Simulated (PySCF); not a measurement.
# One shape, several levels: C4H5Br (SMILES CC1=CC1Br)

We compute a comparison of 6 runs (HF/STO-3G, B2PLYP/6-31G, B3LYP/6-31G*, BP86/6-311G**, B2PLYP/def2-TZVP) of C4H5Br. 

The calculation is run with PySCF 2.14.0.

1 further run of the same task is left out (set aside as unsound or not needed).

### 1 The structure to begin with

The species is C4H5Br (10 atoms), meant as a singlet with charge 0. As SMILES, `CC1=CC1Br`. The coordinates come from a GFN2-xTB relaxation.

Bond lengths: C1–C2 1.463 Å, C2–C3 1.309 Å, C2–C4 1.482 Å, C3–C4 1.480 Å, C4–Br5 1.987 Å, C1–H6 1.088 Å, C1–H7 1.090 Å, C1–H8 1.090 Å, C3–H9 1.061 Å, C4–H10 1.081 Å. Some angles: C1–C2–C3 152.5°, C1–C2–C4 143.8°, C3–C2–C4 63.7°, C2–C3–C4 63.8°, C2–C4–C3 52.5°, C2–C4–Br5 119.4°, C3–C4–Br5 119.8°, C2–C1–H6 110.8°, C2–C1–H7 109.9°, C2–C1–H8 109.9°.

### 2 Energy and gradient at HF/STO-3G (run 1)

run.py reads:

```python
# CC1=CC1Br
import pyscf.grad
from pyscf import gto, scf

mol = gto.Mole()
mol.atom = [
    ('C', (-1.023950, -0.422390, 1.030800)),
    ('C', (0.076350, -0.202650, 0.091210)),
    ('C', (1.028920, -0.626600, -0.700060)),
    ('C', (0.814700, 0.837130, -0.663090)),
    ('Br', (-0.071190, 1.745170, -2.192090)),
    ('H', (-1.447740, 0.524900, 1.357160)),
    ('H', (-1.805250, -1.015530, 0.554840)),
    ('H', (-0.664730, -0.974550, 1.899120)),
    ('H', (1.586570, -1.404140, -1.159110)),
    ('H', (1.506310, 1.538660, -0.218800)),
]
mol.max_memory = 1860
mol.verbose = 4
mol.basis = 'sto-3g'
mol.build()

myscf = scf.RHF(mol)
myscf.conv_tol = 1e-10
myscf.kernel()
if not myscf.converged:
    myscf = myscf.newton().run(myscf.mo_coeff, myscf.mo_occ)

e_tot = myscf.e_tot
print('E = %.10f Eh' % e_tot)
grad = myscf.Gradients().kernel()
dip = myscf.dip_moment()
pop, q = myscf.mulliken_pop()
```

Run with:

```bash
$ OMP_NUM_THREADS=1 python run.py
```

Output:

```text
PySCF version 2.14.0

[... 64 lines left out ...]
converged SCF energy = -2697.08642034274
[... 12 lines left out ...]
Dipole moment(X, Y, Z, Debye):  0.33677, -1.93355,  2.28867
[... 54 lines left out ...]
charge of    9H =      0.07529
```

It took 7.5 s on 1 thread of Intel Xeon at 2.50GHz (Skylake/Cascade Lake), shared host; peak memory 0.12 GiB.

### 3 A single-point energy at B2PLYP/6-31G (run 2)

calc.py reads:

```python
from pyscf import gto, dft, mp

mol = gto.Mole()
mol.atom = [
    ('C', (-1.023950, -0.422390, 1.030800)),
    ('C', (0.076350, -0.202650, 0.091210)),
    ('C', (1.028920, -0.626600, -0.700060)),
    ('C', (0.814700, 0.837130, -0.663090)),
    ('Br', (-0.071190, 1.745170, -2.192090)),
    ('H', (-1.447740, 0.524900, 1.357160)),
    ('H', (-1.805250, -1.015530, 0.554840)),
    ('H', (-0.664730, -0.974550, 1.899120)),
    ('H', (1.586570, -1.404140, -1.159110)),
    ('H', (1.506310, 1.538660, -0.218800)),
]
mol.max_memory = 1860
mol.spin = 0
mol.verbose = 4
mol.basis = '6-31g'
mol.build()

myscf = dft.RKS(mol)
myscf.xc = '0.53*HF + 0.47*B88, 0.73*LYP'
myscf.conv_tol = 1e-10
myscf.grids.level = 5
myscf.kernel()
if not myscf.converged:
    myscf = myscf.newton().run(myscf.mo_coeff, myscf.mo_occ)

pt = mp.MP2(myscf, frozen=13).run()
e_final = myscf.e_tot + 0.27 * pt.e_corr
print('PT2 part  %.8f' % (0.27 * pt.e_corr))
print(f'total energy: {e_final:.8f} hartree')
dip = myscf.dip_moment()
pop, q = myscf.mulliken_pop()
```

Run with:

```bash
$ OMP_NUM_THREADS=1 python calc.py
```

Output:

```text
PySCF version 2.14.0

[... 82 lines left out ...]
converged SCF energy = -2728.24818435365
[... 9 lines left out ...]
total energy: -2728.42146364 hartree
Dipole moment(X, Y, Z, Debye):  0.38445, -2.38488,  2.86285
[... 84 lines left out ...]
charge of    9H =      0.20041
```

Run time: 44 s. Hardware: 1 thread of Intel Xeon at 2.50GHz (Skylake/Cascade Lake), shared host; peak memory 0.4 GiB.

Run 3 isn't shown in full; the table further down has it.

### 4 Energy and gradient at B3LYP/6-31G(d) (Cartesian functions) (run 4)

calc.py reads:

```python
from pyscf import gto, dft

mol = gto.M(
    atom='''
C     -1.023950    -0.422390     1.030800
C      0.076350    -0.202650     0.091210
C      1.028920    -0.626600    -0.700060
C      0.814700     0.837130    -0.663090
Br    -0.071190     1.745170    -2.192090
H     -1.447740     0.524900     1.357160
H     -1.805250    -1.015530     0.554840
H     -0.664730    -0.974550     1.899120
H      1.586570    -1.404140    -1.159110
H      1.506310     1.538660    -0.218800
''',
    cart=True,
    verbose=4,
    spin=0,
    basis='6-31g*',
    max_memory=1860,
)

mf = dft.RKS(mol)
mf.xc = 'b3lyp'
mf.grids.level = 5
mf.conv_tol = 1e-10
mf.kernel()
if not mf.converged:
    mf = mf.newton().run(mf.mo_coeff, mf.mo_occ)

etot = mf.e_tot
print('Final energy', etot)
grad = mf.nuc_grad_method().kernel()
mf.analyze()
```

Run with:

```bash
$ OMP_NUM_THREADS=1 python calc.py
```

Output:

```text
PySCF version 2.14.0

[... 81 lines left out ...]
converged SCF energy = -2729.23570402271
[... 28 lines left out ...]
MO #7   energy= -10.233167114516   occ= 2
[... 13 lines left out ...]
MO #21  energy= -0.744425709640294 occ= 2
[... 13 lines left out ...]
MO #35  energy= 0.101365654982442  occ= 0
[... 13 lines left out ...]
MO #49  energy= 0.473724062534677  occ= 0
[... 13 lines left out ...]
MO #63  energy= 0.847229467135218  occ= 0
[... 13 lines left out ...]
MO #77  energy= 1.64541290323773   occ= 0
[... 13 lines left out ...]
MO #91  energy= 2.57821760522358   occ= 0
[... 13 lines left out ...]
MO #105 energy= 90.3628126541184   occ= 0
[... 118 lines left out ...]
Dipole moment(X, Y, Z, Debye):  0.32585, -2.31894,  2.74588
```

Wall time 1.9 min (1 thread of Intel Xeon at 2.50GHz (Skylake/Cascade Lake), shared host); peak memory 1 GiB.

Run 5 isn't shown in full; the table further down has it.

### 5 The energy at B2PLYP/def2-TZVP (run 6)

geometry.xyz reads:

```xyz
10

C     -1.023950    -0.422390     1.030800
C      0.076350    -0.202650     0.091210
C      1.028920    -0.626600    -0.700060
C      0.814700     0.837130    -0.663090
Br    -0.071190     1.745170    -2.192090
H     -1.447740     0.524900     1.357160
H     -1.805250    -1.015530     0.554840
H     -0.664730    -0.974550     1.899120
H      1.586570    -1.404140    -1.159110
H      1.506310     1.538660    -0.218800
```

run.py reads:

```python
from pyscf import gto, dft, mp

mol = gto.Mole()
mol.atom = 'geometry.xyz'
mol.verbose = 4
mol.spin = 0
mol.basis = 'def2-tzvp'
mol.max_memory = 1860
mol.build()

mf = dft.RKS(mol)
mf.xc = '0.53*HF + 0.47*B88, 0.73*LYP'
mf.conv_tol = 1e-10
mf.grids.level = 5
mf.kernel()
if not mf.converged:
    mf = mf.newton().run(mf.mo_coeff, mf.mo_occ)

pt = mp.MP2(mf, frozen=13).run()
e_tot = mf.e_tot + 0.27 * pt.e_corr
print('PT2 part  %.8f' % (0.27 * pt.e_corr))
print('E(%s) = %.9f' % ('B2PLYP', e_tot))
mf.analyze()
```

Run with:

```bash
$ OMP_NUM_THREADS=1 python run.py
```

Output:

```text
PySCF version 2.14.0

[... 103 lines left out ...]
MO #2   energy= -63.5746184457862  occ= 2
[... 24 lines left out ...]
MO #27  energy= -0.471555004038873 occ= 2
[... 24 lines left out ...]
MO #52  energy= 0.339500167000162  occ= 0
[... 24 lines left out ...]
MO #77  energy= 0.951877835228016  occ= 0
[... 24 lines left out ...]
MO #102 energy= 1.61723136582666   occ= 0
[... 24 lines left out ...]
MO #127 energy= 2.27654908945735   occ= 0
[... 24 lines left out ...]
MO #152 energy= 3.16550948998801   occ= 0
[... 24 lines left out ...]
MO #177 energy= 4.18824730227995   occ= 0
[... 24 lines left out ...]
MO #202 energy= 23.7024152137463   occ= 0
[... 215 lines left out ...]
Dipole moment(X, Y, Z, Debye):  0.32033, -2.28493,  2.69014
```

It took 9 min on 1 thread of Intel Xeon at 2.50GHz (Skylake/Cascade Lake), shared host; peak memory 1.7 GiB.

### 6 Overview of the runs

```csv
run,level,task,frozen core orbitals,energy (Eh),dipole moment (D),HOMO energy (eV),LUMO energy (eV),wall time
1,HF/STO-3G,gradient,–,-2697.086420,3.01,-7.55,7.86,7.5 s
2,B2PLYP/6-31G,energy,13,-2728.421464,3.75,-8.22,1.54,44 s
3,B3LYP/6-31G* (spherical functions),gradient,–,-2729.224121,3.60,-6.86,-0.15,1.8 min
4,B3LYP/6-31G* (Cartesian functions),gradient,–,-2729.235704,3.61,-6.86,-0.15,1.9 min
5,BP86/6-311G**,gradient,–,-2729.784899,3.46,-6.09,-1.38,2.7 min
6,B2PLYP/def2-TZVP,energy,13,-2729.031038,3.54,-8.30,1.13,9 min
```

### 7 What came out

| quantity | value |
| --- | --- |
| run 6: total energy | -2729.03104 Eh |
| run 6: dipole moment (SCF part) | 3.54 D |
| run 6: HOMO energy (SCF part's orbitals) | -8.30 eV |
| run 6: LUMO energy (SCF part's orbitals) | 1.13 eV |
| run 6: HOMO–LUMO gap (SCF part's orbitals) | 9.43 eV |

**Reading.** The dipole moment (its size) runs from 3.01 D (HF/STO-3G) to 3.75 D (B2PLYP/6-31G). The two ends differ in method and basis. A double hybrid's value is that of its SCF part. The HOMO–LUMO gap runs from 4.71 eV (BP86/6-311G**) to 15.41 eV (HF/STO-3G). Totals of different functionals can't be ranked against each other. In run 1 the basis is minimal, so the values are rough. All runs together took 16 min, the longest 9 min.
